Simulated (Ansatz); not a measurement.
## BBrFH₂N, SMILES NB(F)Br: vertical energies of changing the electron count, step by step

With Ansatz's Python interface.

Notebook, run cell by cell (the value of a cell's last expression is shown):

In [1]:
```python
import ansatz as az
```

In [2]:
```python
BASIS = "def2-SVPD"
FUNCTIONAL = "b3lyp"
DISPERSION = "d3bj"
```

In [3]:
```python
def total_energy(molecule, charge=0, unpaired=0):
    calc = (
        molecule.calculation()
        .basis(gaussian=BASIS)
        .functional(FUNCTIONAL, dispersion=DISPERSION)
    )
    if charge:
        calc = calc.charge(charge)
    if unpaired:
        calc = calc.spin("collinear", total=unpaired)
    report = calc.run(threads=1).report
    if report["published_state_doubts"]:
        print("  doubts:", report["published_state_doubts"])
    return report["free_energy_ev"]
```

In [4]:
```python
geometry_ang = [
    ("N", (0.3122, 0.8452, 0.3008)),
    ("B", (0.154, -0.613, 0.0656)),
    ("F", (1.066, -1.4994, 0.6903)),
    ("Br", (-1.2076, -1.3448, -1.111)),
    ("H", (0.3697, 1.3251, -0.6692)),
    ("H", (-0.6523, 1.2229, 0.6772)),
]
molecule = az.Crystal.molecule()
for symbol, xyz in geometry_ang:
    molecule = molecule.atom(symbol, xyz)

# delta-SCF style differences, no relaxation
parent = total_energy(molecule, 0, 0)
cation = total_energy(molecule, 1, 1)
print(f"E(N)   = {parent:.5f} eV")
print(f"E(N-1) = {cation:.5f} eV  (1 unpaired)")
print(f"vertical ionisation energy {cation - parent:.3f} eV")
anion = total_energy(molecule, -1, 1)
print(f"E(N+1) = {anion:.5f} eV  (1 unpaired)")
print(f"vertical electron affinity {parent - anion:.3f} eV" + ("" if anion < parent else " (unbound in this basis)"))
print(f"fundamental gap IP - EA = {cation + anion - 2 * parent:.3f} eV")
```
```text
E(N)   = -74954.16101 eV
E(N-1) = -74943.74995 eV  (1 unpaired)
vertical ionisation energy 10.411 eV
E(N+1) = -74953.53808 eV  (1 unpaired)
vertical electron affinity -0.623 eV (unbound in this basis)
fundamental gap IP - EA = 11.034 eV
```

At this unrelaxed geometry removing an electron costs 10.41 eV and an added one is unbound in this basis (by 0.62 eV).

What to keep in mind:
- Total energies depend on the basis set; only differences at equal settings carry meaning.
- The geometry is a force-field or estimated start, not a minimum of this method, and the basis set is short of its limit. All parts are taken at fixed geometry, without zero-point energy. At an unrelaxed start these energies can be a whole eV from those at the minimum, and a small affinity can change sign.
- b3lyp holds the VWN-RPA fit, as in Gaussian; the form of ORCA and Turbomole is b3lyp5.
- A negative electron affinity means that the anion is unbound here; its size hangs on the basis and tends to about zero as the basis grows, and so does its part in any gap built on it.
- Hardware and time: 34 s on 1 thread of INTEL(R) XEON(R) PLATINUM 8581C CPU @ 2.10GHz (Emerald Rapids), with other jobs on the host, peak memory 0.5 GiB.
